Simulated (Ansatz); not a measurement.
# GaH6O3P: small, medium and large basis sets

The task here is to estimate one member of a computed series from the others.

Program: Ansatz 0.2.0, Gaussian basis. Level of theory: one geometry, several basis sets. These are calculated values, not measurements.

Levels to be run: PBE0-D4/def2-SVP; ωB97M-V/def2-SVP; PBE0-D4/def2-QZVPP; ωB97M-V/def2-QZVPP; the functionals' def2-TZVPP values are taken from earlier runs.

## Structure used throughout

All runs share one geometry, relaxed beforehand with PBE0-D4 in a triple-zeta def2 set.

SMILES `[OH][Ga-]([OH])([OH])[PH3+]`, 11 atoms, charge 0, spin multiplicity 1.

Atoms are counted from 1 here; the program's logs count them from 0.

Bond lengths: O1–Ga2 1.801 Å, O1–H6 0.959 Å, Ga2–O3 1.801 Å, Ga2–O4 1.801 Å, Ga2–P5 2.576 Å, O3–H7 0.959 Å, O4–H8 0.959 Å, P5–H9 1.409 Å, P5–H10 1.409 Å, P5–H11 1.409 Å. Angles: Ga2–O1–H6 112.3°, O1–Ga2–O3 118.2°, O1–Ga2–O4 118.2°, O1–Ga2–P5 97.8°, O3–Ga2–O4 118.2°, O3–Ga2–P5 97.9°, O4–Ga2–P5 97.8°, Ga2–O3–H7 112.3°, Ga2–O4–H8 112.3°, Ga2–P5–H9 118.9°, Ga2–P5–H10 119.0°, Ga2–P5–H11 118.8°, H9–P5–H10 98.6°, H9–P5–H11 98.6°, H10–P5–H11 98.6°.

The first run:

Input file in.yaml:

```yaml
crystal:
  periodic: [false, false, false]
  atoms:
    - {symbol: O, position_ang: [-1.777244, 0.351677, 1.087567]}
    - {symbol: Ga, position_ang: [-0.221226, -0.481746, 0.728024]}
    - {symbol: O, position_ang: [1.211875, -0.084009, 1.744297]}
    - {symbol: O, position_ang: [-0.286195, -2.103383, -0.053735]}
    - {symbol: P, position_ang: [0.432600, 0.885778, -1.355224]}
    - {symbol: H, position_ang: [-1.725670, 0.896459, 1.875462]}
    - {symbol: H, position_ang: [1.801270, -0.833075, 1.852677]}
    - {symbol: H, position_ang: [-1.183691, -2.431308, -0.138639]}
    - {symbol: H, position_ang: [0.683725, 2.265413, -1.214217]}
    - {symbol: H, position_ang: [1.596465, 0.531641, -2.066798]}
    - {symbol: H, position_ang: [-0.466610, 0.945351, -2.438813]}
basis:
  gaussian: {orbitals: def2-SVP}
hamiltonian: {xc: pbe0, dispersion: d4}
output: {orbitals: {seedname: orbitals}}
```

The run is started by

```
$ ansatz run in.yaml --threads 4 --pin off --events-out ev --progress --plain --max-ram 11315MiB
```

Steps of the session up to this table: PBE0-D4 in def2-SVP; ωB97M-V in def2-SVP; PBE0-D4 in def2-QZVPP; ωB97M-V in def2-QZVPP.

One table of the session follows, with a row left open; its other results are not shown here.

It belongs to the step «Density functionals: the series». 

```
functional       basis  HOMO (eV)  LUMO (eV)
   PBE0-D4    def2-SVP      -7.69       0.30
   PBE0-D4  def2-TZVPP      -7.96      -0.08
   PBE0-D4  def2-QZVPP      -8.03      -0.37
   ωB97M-V    def2-SVP     -10.01       2.06
   ωB97M-V  def2-TZVPP          ?          ?
   ωB97M-V  def2-QZVPP     -10.36       0.99
```

Estimate the missing values for ωB97M-V, def2-TZVPP.

The run gave: HOMO (eV): -10.29; LUMO (eV): 1.54. In the column «HOMO (eV)» it lies between ωB97M-V, def2-QZVPP (-10.36) and ωB97M-V, def2-SVP (-10.01).
